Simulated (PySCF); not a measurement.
**BeP: from the state search to spectroscopic constants**

Aim: find the lowest electronic state of BeP, scan its bond at several levels of theory, and get bond length, wavenumber and dissociation energy from each curve.

Computed with PySCF 2.14.0. Level: Be STO-3G, P STO-3G, no relativity.

**1. The job**

The job is set up so:

```json
{
 "atoms": "Be, P",
 "charge": "0",
 "basis": "Be STO-3G, P STO-3G",
 "Hamiltonian": "no relativity",
 "basis functions": "14",
 "electrons treated": "19",
 "masses in u": "9.0122, 30.9738",
 "levels": "PBE0, PBE, r²SCAN, r²SCAN0, B3LYP, PBEsol, CAM-B3LYP, HF, MP2, SCS-MP2, CCSD, CCSD(T)",
 "grid": "80 radial by 434 angular points",
 "occupations": "held fixed by the projection of orbital angular momentum",
 "dissociation limit": "Be + P, each in its ground configuration",
 "starting distance in angstrom": "2.025",
 "values of 2S to try": "1, 3"
}
```

Command:

```console
> OMP_NUM_THREADS=1 python dia.py task.json out
```

The runs that follow: First curve: PBE0; Excited determinants; PBE; r²SCAN; r²SCAN0; B3LYP (global hybrid GGA); PBEsol (GGA); CAM-B3LYP (range-separated hybrid); UHF (mean field); Correlated methods on the Hartree–Fock reference.

What does the calculation give? Wanted: for each run, Re; ωe; De; μ.

The runs gave:

Lowest PBE0 solution found, without spin–orbit coupling: ⁴Σ⁻ (quartet), unpaired electrons σ ↑, π ↑↑. State 2 has its PBE0 minimum 0.31 eV higher, as a spin-mixed determinant (⟨S²⟩ = 1.75), so this is no gap between pure states. State 3 has its PBE0 minimum 0.41 eV higher. State 4 has its PBE0 minimum 0.58 eV higher, as a spin-mixed determinant (⟨S²⟩ = 1.75), so this is no gap between pure states. The other levels ran on the lowest alone.

```tsv
level	Re (Å)	ωe (cm⁻¹)	De (eV)	μ (D)
UHF	1.992	738	1.83	0.48
UHF-MP2	1.984	768	n/a	n/a
UHF-SCS-MP2	1.996	745	1.68	n/a
UHF-CCSD	2.009	704	n/a	n/a
UHF-CCSD(T)	2.009	712	n/a	n/a
PBE	1.983	775	3.23	1.55
PBEsol	1.977	786	3.38	1.58
r²SCAN	1.983	777	3.06	1.31
B3LYP	1.982	771	2.87	1.34
PBE0	1.974	787	2.93	1.27
r²SCAN0	1.977	779	2.83	1.12
CAM-B3LYP	1.969	785	2.75	1.18
```

De is counted to Be + P in their ground configurations. A positive dipole means Be(−)P(+).

What this shows: The methods spread over 0.040 Å in bond length, from CAM-B3LYP to UHF-CCSD(T). CCSD(T) can't serve as the judge here: for a weak bond in this basis it is far from its limit. Among the levels with a De in the table, it runs from 1.68 eV (UHF-SCS-MP2) to 3.38 eV (PBEsol).

Correlated steps freeze 5 core orbitals. The basis is very small, so these numbers show the basis as much as the molecule.
